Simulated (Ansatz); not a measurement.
# F2GaH4NSi: the cost of one run

Method: the settings change from run to run; program: Ansatz 0.2.0, Gaussian basis.

## (1) The relaxed structure

An earlier PBE0-D4 in a triple-zeta def2 set relaxation fixed the geometry.

SMILES `[NH2][Ga]([F])[SiH2]F`, 9 atoms, charge 0, spin multiplicity 1.

Atoms are counted from 1 here; the program's logs count them from 0.

Bond lengths: N1–Ga2 1.802 Å, N1–H6 1.005 Å, N1–H7 1.006 Å, Ga2–F3 1.766 Å, Ga2–Si4 2.397 Å, Si4–F5 1.608 Å, Si4–H8 1.485 Å, Si4–H9 1.485 Å. Angles: Ga2–N1–H6 124.4°, Ga2–N1–H7 122.8°, H6–N1–H7 112.8°, N1–Ga2–F3 111.9°, N1–Ga2–Si4 130.8°, F3–Ga2–Si4 117.3°, Ga2–Si4–F5 108.8°, Ga2–Si4–H8 111.5°, Ga2–Si4–H9 111.6°, F5–Si4–H8 107.9°, F5–Si4–H9 107.9°, H8–Si4–H9 109.0°.

## (2) wB97M-V/cc-pVTZ-DK

This run has atoms shaken by 0.15 Å, density fitting with def2-universal-jkfit, high accuracy.

in.yaml

```yaml
crystal:
  periodic: [false, false, false]
  atoms:
    - {symbol: N, position_ang: [1.331897, 0.686206, -1.321213]}
    - {symbol: Ga, position_ang: [0.531043, -0.302078, -0.105427]}
    - {symbol: F, position_ang: [1.732487, -2.012524, -0.181899]}
    - {symbol: Si, position_ang: [-1.336872, -0.418581, 1.171044]}
    - {symbol: F, position_ang: [-2.220091, 1.271814, 0.426610]}
    - {symbol: H, position_ang: [1.349738, 1.484171, -1.682128]}
    - {symbol: H, position_ang: [2.289696, 0.748326, -1.742659]}
    - {symbol: H, position_ang: [-2.412874, -0.869990, 0.751297]}
    - {symbol: H, position_ang: [-1.174172, -0.286633, 2.337658]}
basis:
  gaussian: {orbitals: cc-pVTZ-DK, fitting: {mean_field: def2-universal-jkfit}}
hamiltonian: {xc: {name: wB97M-V}}
accuracy: high
output: {forces: true}
```

Launch:

```bash
$ ansatz run in.yaml --threads 4 --pin off --events-out ev --progress --plain --max-ram 10444MiB
```

What time and memory should one allow on 4 threads of Arm Neoverse V1, shared host?

About 43 s, with a peak of 1.1 GiB.
